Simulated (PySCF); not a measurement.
# C₆H₆O₂: excited states, first hyperpolarisability

Wanted: excited states, first hyperpolarisability for C₆H₆O₂ (`CC(=O)c1ccco1`).

Programs: PySCF 2.14.0, with routines of our own; each step states its level. All values are computed. Atoms count from 0.

## (1) The system as given

14 atoms, charge 0, multiplicity 1; geometry from: GFN2-xTB.

## (2) Relaxing the molecule at PBE0-D3(BJ)/def2-SVP

The job: settings as JSON, then the geometry in Å.

```
{"job": {"xc": "PBE0", "basis": "def2-SVP", "d3": "d3bj", "grid": 2, "kind": "geom"}, "charge": 0, "multiplicity": 1}
C     -2.311440     0.113635     0.062323
C     -1.247008    -0.237182     1.069643
O     -1.488661    -0.606939     2.197628
C      0.126220    -0.095413     0.585126
C      1.320103    -0.327894     1.230733
C      2.335513    -0.032701     0.301814
C      1.693910     0.356367    -0.839380
O      0.369729     0.322037    -0.681450
H     -2.186623     1.146919    -0.254549
H     -3.295207    -0.022070     0.502399
H     -2.207639    -0.519700    -0.816016
H      1.429803    -0.665612     2.240482
H      3.392844    -0.100538     0.454407
H      2.067777     0.668616    -1.795300
```

On the command line:

```
$ OMP_NUM_THREADS=1 python excited_run.py task.json out
```

This one command runs all jobs of the session in turn.

The program printed:

```text
step   0  E = -381.97337615  max force = 0.013002
step   1  E = -381.97491165  max force = 0.003514
step   2  E = -381.97494273  max force = 0.001672
step   3  E = -381.97494945  max force = 0.001504
step   4  E = -381.97494948  max force = 0.001008
step   5  E = -381.97495382  max force = 0.000314
optimisation converged
```

Wall time 42 s (1 thread of Intel Xeon 6975P-C, shared host); peak memory 0.7 GiB.

Step by step:

```csv
step,energy from step 0 (eV),largest force component (eV/Å)
0,0.0000,0.6686
1,-0.0418,0.1807
2,-0.0426,0.0860
3,-0.0428,0.0773
4,-0.0428,0.0518
5,-0.0429,0.0161
```

Close pairs (by a distance rule), those that changed most:

```csv
bond,before (Å),after (Å),change (Å)
C5–H12,1.070,1.088,+0.017
C4–H11,1.070,1.087,+0.017
C6–H13,1.073,1.087,+0.015
C4–C5,1.408,1.421,+0.014
C0–H10,1.088,1.101,+0.013
C0–H8,1.088,1.101,+0.013
C0–H9,1.086,1.096,+0.010
C1–C3,1.463,1.470,+0.007
```

The final coordinates are the input of the step that follows.

```csv
at the end point,value
point group (found at 0.08 Å tolerance),Cs
"rotational constants (GHz, main isotopes)","4.876, 1.641, 1.237"
dipole moment (D),3.15
```

## (3) Excited states: TDA CAM-B3LYP/def2-TZVP

The job: settings as JSON, then the geometry in Å.

```
{"job": {"kind": "states", "xc": "CAM-B3LYP", "basis": "def2-TZVP", "tda": true, "soc": true, "nstates": 6, "ntriplets": 5, "nquad": 4}, "charge": 0, "multiplicity": 1}
C     -2.339473     0.050927     0.173040
C     -1.265219    -0.295704     1.170055
O     -1.506193    -0.664831     2.299702
C      0.128586    -0.169068     0.720124
C      1.310279    -0.403885     1.375349
C      2.344237    -0.112217     0.444496
C      1.712531     0.277464    -0.704895
O      0.381523     0.246035    -0.547742
H     -2.230637     1.093814    -0.162641
H     -3.320583    -0.093334     0.640599
H     -2.251273    -0.580773    -0.724267
H      1.396968    -0.745253     2.404006
H      3.418674    -0.180166     0.599967
H      2.075934     0.594213    -1.679653
```

With the program's defaults for keys left out, this is: TDA CAM-B3LYP/def2-TZVP excited states, vertical, gas phase, spin-orbit mean-field couplings.

The program printed:

```text
coarse grid: 12408 points
cycle   1  E = -382.4696306679  dE =  1.749e+00  |g| = 9.511e-01  |ddm| = 3.101e+00
cycle   2  E = -382.1718134082  dE =  2.978e-01  |g| = 1.623e+00  |ddm| = 5.787e+00
cycle   3  E = -382.6468826883  dE = -4.751e-01  |g| = 1.386e-01  |ddm| = 4.747e+00
cycle   4  E = -382.6495321031  dE = -2.649e-03  |g| = 8.962e-02  |ddm| = 1.409e-01
cycle   5  E = -382.6509004858  dE = -1.368e-03  |g| = 2.132e-02  |ddm| = 1.028e-01
cycle   6  E = -382.6509860001  dE = -8.551e-05  |g| = 7.880e-03  |ddm| = 2.506e-02
cycle   7  E = -382.6510022458  dE = -1.625e-05  |g| = 2.558e-03  |ddm| = 1.543e-02
cycle   8  E = -382.6510043898  dE = -2.144e-06  |g| = 1.029e-03  |ddm| = 9.652e-03
final grid: 121896 points
cycle   9  E = -382.6452037453  dE = -4.372e-05  |g| = 4.347e-03  |ddm| = 6.159e-02
cycle  10  E = -382.6452032236  dE =  5.217e-07  |g| = 4.825e-03  |ddm| = 7.411e-03
cycle  11  E = -382.6452076753  dE = -4.452e-06  |g| = 1.158e-03  |ddm| = 5.322e-03
cycle  12  E = -382.6452078892  dE = -2.139e-07  |g| = 2.342e-04  |ddm| = 1.667e-03
cycle  13  E = -382.6452078990  dE = -9.822e-09  |g| = 1.065e-04  |ddm| = 6.028e-04
cycle  14  E = -382.6452079012  dE = -2.208e-09  |g| = 2.789e-05  |ddm| = 1.469e-04
cycle  15  E = -382.6452079014  dE = -2.314e-10  |g| = 1.100e-05  |ddm| = 8.475e-05
converged SCF energy = -382.6452079014

Singlet excitations
state   eV       nm        f     d(h-e)  d(exc)  Lambda  PR(NTO)  |dmu|/D   mu/D   main configurations
  1   4.1297   300.2   0.00012   1.035   2.494   0.457   1.004    2.751    1.407   H-1->L 0.92
  2   5.4361   228.1   0.46648   1.171   2.897   0.713   1.114    2.956    5.996   H->L 0.93
  3   6.4273   192.9   0.02580   0.719   2.927   0.623   1.551    2.027    4.780   H-2->L 0.75, H->L+1 0.19
  4   7.5270   164.7   0.16845   0.250   2.801   0.701   1.563    0.796    3.314   H->L+1 0.73, H-2->L 0.17
  5   7.6271   162.6   0.00024   0.943   3.559   0.276   1.062                     H->L+2 0.76, H->L+3 0.11
  6   7.7668   159.6   0.00045   2.003   3.364   0.345   1.435                     H-1->L+1 0.53, H-1->L+5 0.17, H-4->L 0.14

Triplet excitations (Tamm-Dancoff)
state   eV     d(h-e)  d(exc)  Lambda  PR(NTO)   main configurations
  1   3.2690   0.422   2.592   0.717   1.070   H->L 0.91
  2   3.6003   0.974   2.435   0.454   1.005   H-1->L 0.90
  3   4.9126   0.444   2.425   0.648   1.676   H-2->L 0.59, H->L+1 0.30
  4   5.6188   0.331   2.634   0.674   2.025   H->L+1 0.42, H-2->L 0.27, H-3->L 0.17
  5   6.1144   0.301   2.440   0.656   1.649   H-3->L 0.48, H->L+5 0.12, H->L+1 0.12
S1 - T1 = 0.8608 eV

Spin-orbit couplings |<S|Hso|T>| (cm-1)
             T1       T2       T3       T4       T5
S0        0.021   51.177    0.004    0.038    0.070
S1       19.674    0.137    9.759   23.363   31.809
S2        0.022   18.285    0.036    0.041    0.084
S3        0.075    4.564    0.019    0.025    0.021
S4        0.049    4.814    0.029    0.016    0.040
S5        2.369    0.170    0.548    0.567    1.760
S6        1.802    0.881   11.042    8.132    8.051
T1 sublevels (cm-1): 0.000 0.000 0.084   radiative rates (1/s): 1.3e-06 0.000122 1.21
```

It took 52 s on 1 thread of Intel Xeon 6975P-C, shared host; peak memory 1.2 GiB.

From this job:

```csv
quantity,value
S1 less T1,0.86 eV
```

## (4) Excited states: TDDFT CAM-B3LYP/aug-cc-pVDZ

Settings changed since step 3:

```diff
@@ -1,2 +1,2 @@
-{"job": {"kind": "states", "xc": "CAM-B3LYP", "basis": "def2-TZVP", "tda": true, "soc": true, "nstates": 6, "ntriplets": 5, "nquad": 4}, "charge": 0, "multiplicity": 1}
+{"job": {"kind": "states", "xc": "CAM-B3LYP", "basis": "aug-cc-pVDZ", "tpa": true, "nstates": 8, "nquad": 6, "ntriplets": 0}, "charge": 0, "multiplicity": 1}
 C     -2.339473     0.050927     0.173040
```

Level: TDDFT CAM-B3LYP/aug-cc-pVDZ excited states, vertical, gas phase, two-photon moments by quadratic response.

The program printed:

```text
coarse grid: 12408 points
cycle   1  E = -382.3480191058  dE =  1.793e+00  |g| = 8.948e-01  |ddm| = 1.411e+01
cycle   2  E = -382.0666519997  dE =  2.814e-01  |g| = 1.540e+00  |ddm| = 5.242e+00
cycle   3  E = -382.5173121596  dE = -4.507e-01  |g| = 1.252e-01  |ddm| = 3.303e+00
cycle   4  E = -382.5195585383  dE = -2.246e-03  |g| = 8.208e-02  |ddm| = 4.473e-01
cycle   5  E = -382.5208027082  dE = -1.244e-03  |g| = 1.914e-02  |ddm| = 1.565e-01
cycle   6  E = -382.5208769196  dE = -7.421e-05  |g| = 7.340e-03  |ddm| = 6.550e-02
cycle   7  E = -382.5208922521  dE = -1.533e-05  |g| = 2.289e-03  |ddm| = 2.827e-02
cycle   8  E = -382.5208941152  dE = -1.863e-06  |g| = 9.176e-04  |ddm| = 9.957e-03
final grid: 121896 points
cycle   9  E = -382.5396150966  dE = -1.979e-05  |g| = 3.426e-03  |ddm| = 2.427e-01
cycle  10  E = -382.5396157005  dE = -6.039e-07  |g| = 3.278e-03  |ddm| = 3.218e-02
cycle  11  E = -382.5396181051  dE = -2.405e-06  |g| = 8.584e-04  |ddm| = 1.115e-02
cycle  12  E = -382.5396182368  dE = -1.317e-07  |g| = 1.489e-04  |ddm| = 1.595e-03
cycle  13  E = -382.5396182418  dE = -5.012e-09  |g| = 6.571e-05  |ddm| = 8.059e-04
cycle  14  E = -382.5396182428  dE = -1.002e-09  |g| = 1.846e-05  |ddm| = 2.040e-04
cycle  15  E = -382.5396182429  dE = -1.129e-10  |g| = 8.059e-06  |ddm| = 7.406e-05
converged SCF energy = -382.5396182429

Singlet excitations
state   eV       nm        f     d(h-e)  d(exc)  Lambda  PR(NTO)  |dmu|/D   mu/D   delta(TPA)   sigma/GM   main configurations
  1   4.0789   304.0   0.00015   1.036   2.524   0.449   1.006    2.763    1.396        0.06      0.000   H-1->L 0.91
  2   5.0804   244.0   0.34503   1.042   2.919   0.693   1.160    2.809    5.866      278.05      2.629   H->L 0.97
  3   6.1585   201.3   0.00508   1.081   4.356   0.207   1.017    5.130    1.834       81.82      1.137   H->L+1 0.89
  4   6.2602   198.1   0.01408   0.827   2.995   0.582   1.534    2.434    5.248      239.83      3.443   H-2->L 0.81, H->L+7 0.13
  5   6.7552   183.5   0.01153   1.084   4.727   0.143   1.061    5.250    1.940       57.90      0.968   H->L+2 0.61, H->L+3 0.14, H->L+5 0.09
  6   6.8646   180.6   0.00712   0.846   3.996   0.171   1.422    2.892    4.810       31.61      0.546   H-1->L+1 0.40, H-1->L+2 0.18, H-1->L+3 0.12
  7   6.8792   180.2   0.00287   1.314   4.891   0.157   1.019                                            H->L+3 0.72, H->L+2 0.21
  8   6.9129   179.4   0.09331   0.909   3.793   0.320   1.783                                            H->L+4 0.48, H->L+7 0.19, H-1->L+1 0.09
```

Wall time 50 s (1 thread of Intel Xeon 6975P-C, shared host); peak memory 0.99 GiB.

## (5) First hyperpolarisability: quadratic response CAM-B3LYP/aug-cc-pVDZ

Settings changed since step 4:

```diff
@@ -1,2 +1,2 @@
-{"job": {"kind": "states", "xc": "CAM-B3LYP", "basis": "aug-cc-pVDZ", "tpa": true, "nstates": 8, "nquad": 6, "ntriplets": 0}, "charge": 0, "multiplicity": 1}
+{"job": {"kind": "beta", "xc": "CAM-B3LYP", "basis": "aug-cc-pVDZ"}, "charge": 0, "multiplicity": 1}
 C     -2.339473     0.050927     0.173040
```

Level: quadratic response CAM-B3LYP/aug-cc-pVDZ first hyperpolarisability, Taylor convention, gas phase.

The program printed:

```text
coarse grid: 12408 points
cycle   1  E = -382.3480191058  dE =  1.793e+00  |g| = 8.948e-01  |ddm| = 1.411e+01
cycle   2  E = -382.0666519997  dE =  2.814e-01  |g| = 1.540e+00  |ddm| = 5.242e+00
cycle   3  E = -382.5173121596  dE = -4.507e-01  |g| = 1.252e-01  |ddm| = 3.303e+00
cycle   4  E = -382.5195585383  dE = -2.246e-03  |g| = 8.208e-02  |ddm| = 4.473e-01
cycle   5  E = -382.5208027082  dE = -1.244e-03  |g| = 1.914e-02  |ddm| = 1.565e-01
cycle   6  E = -382.5208769196  dE = -7.421e-05  |g| = 7.340e-03  |ddm| = 6.550e-02
cycle   7  E = -382.5208922521  dE = -1.533e-05  |g| = 2.289e-03  |ddm| = 2.827e-02
cycle   8  E = -382.5208941152  dE = -1.863e-06  |g| = 9.176e-04  |ddm| = 9.957e-03
final grid: 121896 points
cycle   9  E = -382.5396150966  dE = -1.979e-05  |g| = 3.426e-03  |ddm| = 2.427e-01
cycle  10  E = -382.5396157005  dE = -6.039e-07  |g| = 3.278e-03  |ddm| = 3.218e-02
cycle  11  E = -382.5396181051  dE = -2.405e-06  |g| = 8.584e-04  |ddm| = 1.115e-02
cycle  12  E = -382.5396182368  dE = -1.317e-07  |g| = 1.489e-04  |ddm| = 1.595e-03
cycle  13  E = -382.5396182418  dE = -5.012e-09  |g| = 6.571e-05  |ddm| = 8.059e-04
cycle  14  E = -382.5396182428  dE = -1.002e-09  |g| = 1.846e-05  |ddm| = 2.040e-04
cycle  15  E = -382.5396182429  dE = -1.129e-10  |g| = 8.059e-06  |ddm| = 7.406e-05
converged SCF energy = -382.5396182429

Lowest singlets (eV, f): 4.0789 0.0001  5.0804 0.3450  6.1585 0.0051

First hyperpolarisability (au)
process     nm      |vector|   parallel      HRS      DR
static         -      316.84     132.68     166.32   2.924
shg       1907.0      354.63     150.01     183.22   3.012
eope      1907.0      328.79     138.16          -       -
shg       1064.0      463.79     200.46     231.55   3.228
eope      1064.0      357.53     151.34          -       -
```

It took 36 s on 1 thread of Intel Xeon 6975P-C, shared host; peak memory 0.91 GiB.

## (6) Excited states: TDA CAM-B3LYP/def2-TZVP in ethanol

Settings changed since step 5:

```diff
@@ -1,2 +1,2 @@
-{"job": {"kind": "beta", "xc": "CAM-B3LYP", "basis": "aug-cc-pVDZ"}, "charge": 0, "multiplicity": 1}
+{"job": {"kind": "states", "xc": "CAM-B3LYP", "basis": "def2-TZVP", "tda": true, "soc": true, "nstates": 6, "ntriplets": 5, "nquad": 4, "solvent": "ethanol"}, "charge": 0, "multiplicity": 1}
 C     -2.339473     0.050927     0.173040
```

Level: TDA CAM-B3LYP/def2-TZVP excited states, vertical, IEF-PCM ethanol (non-equilibrium response), spin-orbit mean-field couplings.

The program printed:

```text
coarse grid: 12408 points
cycle   1  E = -382.4962827870  dE =  1.723e+00  |g| = 9.264e-01  |ddm| = 3.098e+00
cycle   2  E = -382.2883105275  dE =  2.080e-01  |g| = 1.459e+00  |ddm| = 4.409e+00
cycle   3  E = -382.6585798232  dE = -3.703e-01  |g| = 1.054e-01  |ddm| = 3.427e+00
cycle   4  E = -382.6602528652  dE = -1.673e-03  |g| = 6.605e-02  |ddm| = 1.092e-01
cycle   5  E = -382.6610444464  dE = -7.916e-04  |g| = 1.535e-02  |ddm| = 7.610e-02
cycle   6  E = -382.6610892652  dE = -4.482e-05  |g| = 6.287e-03  |ddm| = 1.738e-02
cycle   7  E = -382.6610996299  dE = -1.036e-05  |g| = 1.880e-03  |ddm| = 1.221e-02
cycle   8  E = -382.6611011808  dE = -1.551e-06  |g| = 8.302e-04  |ddm| = 8.026e-03
final grid: 121896 points
cycle   9  E = -382.6552550495  dE = -4.435e-05  |g| = 4.055e-03  |ddm| = 6.137e-02
cycle  10  E = -382.6552552609  dE = -2.114e-07  |g| = 4.146e-03  |ddm| = 7.052e-03
cycle  11  E = -382.6552585431  dE = -3.282e-06  |g| = 9.758e-04  |ddm| = 4.271e-03
cycle  12  E = -382.6552586921  dE = -1.491e-07  |g| = 2.267e-04  |ddm| = 1.285e-03
cycle  13  E = -382.6552587035  dE = -1.137e-08  |g| = 7.666e-05  |ddm| = 6.398e-04
cycle  14  E = -382.6552587049  dE = -1.412e-09  |g| = 2.725e-05  |ddm| = 1.458e-04
cycle  15  E = -382.6552587052  dE = -3.157e-10  |g| = 1.267e-05  |ddm| = 1.023e-04
converged SCF energy = -382.6552587052

Singlet excitations
state   eV       nm        f     d(h-e)  d(exc)  Lambda  PR(NTO)  |dmu|/D   mu/D   main configurations
  1   4.3222   286.9   0.00020   1.015   2.499   0.464   1.004    3.049    2.096   H-1->L 0.93
  2   5.1794   239.4   0.53099   1.192   2.907   0.700   1.091    3.486    7.635   H->L 0.95
  3   6.3378   195.6   0.03863   0.991   2.942   0.606   1.361    3.069    6.869   H-2->L 0.83, H->L+1 0.11
  4   7.4487   166.5   0.19998   0.277   2.753   0.724   1.358    0.785    3.726   H->L+1 0.82, H-2->L 0.10
  5   7.7223   160.6   0.00000   1.172   3.505   0.290   1.065                     H->L+2 0.81
  6   7.8583   157.8   0.00040   0.156   2.759   0.437   1.403                     H-4->L 0.64, H-5->L 0.11, H-1->L+1 0.09

Triplet excitations (Tamm-Dancoff)
state   eV     d(h-e)  d(exc)  Lambda  PR(NTO)   main configurations
  1   3.2365   0.478   2.617   0.703   1.058   H->L 0.91
  2   3.8242   0.959   2.446   0.462   1.005   H-1->L 0.91
  3   4.8823   0.628   2.490   0.631   1.478   H-2->L 0.69, H->L+1 0.22
  4   5.6166   0.432   2.685   0.697   1.738   H->L+1 0.57, H-2->L 0.20
  5   6.2328   0.459   2.367   0.636   1.572   H-3->L 0.56, H->L+4 0.13
S1 - T1 = 1.0857 eV

Spin-orbit couplings |<S|Hso|T>| (cm-1)
             T1       T2       T3       T4       T5
S0        0.013   49.039    0.003    0.025    0.073
S1       18.393    0.102    7.145   17.720   35.268
S2        0.019   17.834    0.027    0.056    0.071
S3        0.067    4.819    0.018    0.027    0.016
S4        0.057    4.751    0.020    0.021    0.038
S5        2.335    0.102    1.403    0.899    2.144
S6        4.926    1.763   14.976    5.928   12.599
T1 sublevels (cm-1): 0.000 0.000 0.030   radiative rates (1/s): 3.85e-06 0.000101 1.03
```

Wall time 54 s (1 thread of Intel Xeon 6975P-C, shared host); peak memory 1.2 GiB.

Key values:

```csv
quantity,value
S1 less T1,1.09 eV
```

## (7) Results

```
                                                   quantity                                                value
                                                point group                                                   Cs
                       rotational constants (main isotopes)                                 4.88, 1.64, 1.24 GHz
               S1 less T1 (step 3, TDA CAM-B3LYP/def2-TZVP)                                              0.86 eV
β vector (step 5, quadratic response CAM-B3LYP/aug-cc-pVDZ)  static 317, SHG 1907.0 nm 355, SHG 1064.0 nm 464 au
    S1 less T1 (step 6, TDA CAM-B3LYP/def2-TZVP in ethanol)                                              1.09 eV
```

In words: The optimisation took 5 steps and gained 0.043 eV; among the close pairs (by a distance rule), C5–H12 changed most, from 1.070 to 1.088 Å. No frequency check was run at this level, so the end point may be a saddle. In step 3, the number of triplets below S1 is 2, and the largest singlet-triplet spin-orbit coupling is S0–T2, 51.18 cm⁻¹. β grows from 317 au (static) to 464 au for doubling at 1064.0 nm: normal dispersion, which grows as twice the photon energy moves toward the bright states. In step 6, the number of triplets below S1 is 2, and the largest singlet-triplet spin-orbit coupling is S0–T2, 49.04 cm⁻¹.
